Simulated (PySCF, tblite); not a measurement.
# C7H9FOS: geometry, infrared bands, NMR shifts and electronic excitations

What infrared bands, NMR shifts and electronic excitations should C7H9FOS (`C#C[C@@]1(C)C[S@@](=O)C[C@H]1F`) show?

Computed with tblite 0.8.0 and PySCF 2.14.0, with density-fitted response routines of our own, on a single molecule in the gas phase. Atoms count from 0, in the outputs and in this text.

**1. The starting structure**

19 atoms, charge 0, multiplicity 1; geometry from: force field or distance geometry start.

Bonds of the start (Å): C0–C1 1.19, C1–C2 1.48, C2–C3 1.52, C2–C4 1.52, C4–S5 1.82, S5–O6 1.49, S5–C7 1.82, C7–C8 1.52, C8–F9 1.37, C8–C2 1.50, C0–H10 1.09, C3–H11 1.10, C3–H12 1.10, C3–H13 1.12, C4–H14 1.08, C4–H15 1.10, C7–H16 1.09, C7–H17 1.09, C8–H18 1.11.

**2. Relaxing the molecule with GFN2-xTB**

The job: settings as JSON, then the geometry in Å.

```
{"job": {"kind": "relax", "xc": "GFN2-xTB", "basis": "xTB"}, "charge": 0, "multiplicity": 1}
C     -2.832900     0.968100    -0.979100
C     -1.784200     0.619900    -0.547500
C     -0.474400     0.199300    -0.004000
C     -0.145200     0.994100     1.251000
C     -0.480900    -1.261000     0.425500
S      1.273700    -1.303300     0.899400
O      1.866700    -2.671300     0.885400
C      1.881200    -0.226200    -0.431900
C      0.607700     0.354800    -1.034400
F      0.282800    -0.233200    -2.231900
H     -3.800600     1.281400    -1.372300
H      0.736900     0.547100     1.733200
H     -0.035200     2.068000     1.054300
H     -1.005800     0.804600     1.946700
H     -1.108900    -1.468400     1.283500
H     -0.664900    -1.923300    -0.436900
H      2.426800    -0.776100    -1.205200
H      2.466600     0.598800    -0.013100
H      0.781000     1.436000    -1.230000
```

On the command line:

```console
OMP_NUM_THREADS=1 python probes_run.py task.json out
```

The driver reads the jobs from task.json and runs them one after another.

**Question.** This job is followed by: GFN2-xTB harmonic vibrations, gas phase; PBE0-D3(BJ)/def2-SVP geometry optimisation, gas phase; GIAO PBE0/pcSseg-1 NMR shielding, non-relativistic, gas phase; TDDFT B3LYP/def2-SVPD, vertical, gas phase, core orbitals frozen in the response; GIAO B3LYP/pcSseg-1 NMR shielding, non-relativistic, gas phase. What will the session give for the following? strongest single infrared mode (GFN2-xTB); zero-point energy (GFN2-xTB); point group; rotational constants (main isotopes); ¹³C shifts against TMS (PBE0/pcSseg-1); ¹H shifts against TMS (PBE0/pcSseg-1, means over atoms taken as alike); ³³S shifts against CS2 (PBE0/pcSseg-1); ¹⁷O shifts against H2O (PBE0/pcSseg-1); ¹⁹F shifts against CFCl3 (PBE0/pcSseg-1); lowest singlet (B3LYP/def2-SVPD); brightest single state of those computed; lowest triplet; vertical ionisation energy (ΔSCF); range of the shift of S5.

The runs gave:

| quantity | value |
| --- | --- |
| strongest single infrared mode (GFN2-xTB) | 1164 cm⁻¹, 245 km/mol |
| zero-point energy (GFN2-xTB) | 89.3 kcal/mol |
| point group | C1 |
| rotational constants (main isotopes) | 2.00, 0.86, 0.80 GHz |
| ¹³C shifts against TMS (PBE0/pcSseg-1) | 99.1, 86.6, 79.4, 66.8, 63.2, 44.3, 25.4 ppm |
| ¹H shifts against TMS (PBE0/pcSseg-1, means over atoms taken as alike) | 4.70, 3.30, 3.19, 3.16, 2.76, 2.26, 0.89 ppm |
| ³³S shifts against CS2 (PBE0/pcSseg-1) | 343 ppm |
| ¹⁷O shifts against H2O (PBE0/pcSseg-1) | 84.8 ppm |
| ¹⁹F shifts against CFCl3 (PBE0/pcSseg-1) | -180.9 ppm |
| lowest singlet (B3LYP/def2-SVPD) | 5.43 eV (228 nm), f = 0.026 |
| brightest single state of those computed | state 8, 6.58 eV, f = 0.036 |
| lowest triplet | 4.79 eV |
| vertical ionisation energy (ΔSCF) | 8.74 eV |
| range of the shift of S5 | 343 to 364 ppm |

**Reading.** Over 57 steps the energy fell by 0.706 eV; of the close pairs, S5–C7 changed most, 1.817 to 1.876 Å (GFN2-xTB). All 51 modes are real, so the xTB geometry is a minimum. The strongest single mode, at 1164 cm⁻¹, is spread over many atoms; the largest shares are those of O6, S5. Unscaled tight-binding wavenumbers are off by several per cent, some by more. Its intensities can rank the bands wrongly. Over 4 steps the energy fell by 0.127 eV; of the close pairs, S5–O6 changed most, 1.458 to 1.497 Å (PBE0/def2-SVP). No frequency check was run at this level, so the end point may be a saddle. H18 (hydrogen on an sp3 CH bonded to F) lies farthest downfield among hydrogen, at 4.70 ppm; its carbon carries F, an electronegative neighbour. At PBE0/pcSseg-1: The widest tensor belongs to O6: span 447 ppm, with a paramagnetic part of -144 ppm. The lowest singlet, at 5.43 eV, is HOMO→LUMO 0.82, HOMO→LUMO+1 0.12 and is weak; of the 10 states computed, the strongest absorption comes from state 8 at 6.58 eV. The lowest triplet lies 0.64 eV below the lowest singlet (triplets in Tamm-Dancoff, singlets in full TDDFT). The orbital energy would give 6.63 eV for ionisation, ΔSCF gives 8.74 eV. In ppm, S5 moves most: its shift spreads over 20 ppm, from 343 (PBE0/pcSseg-1) to 364 (B3LYP/pcSseg-1).
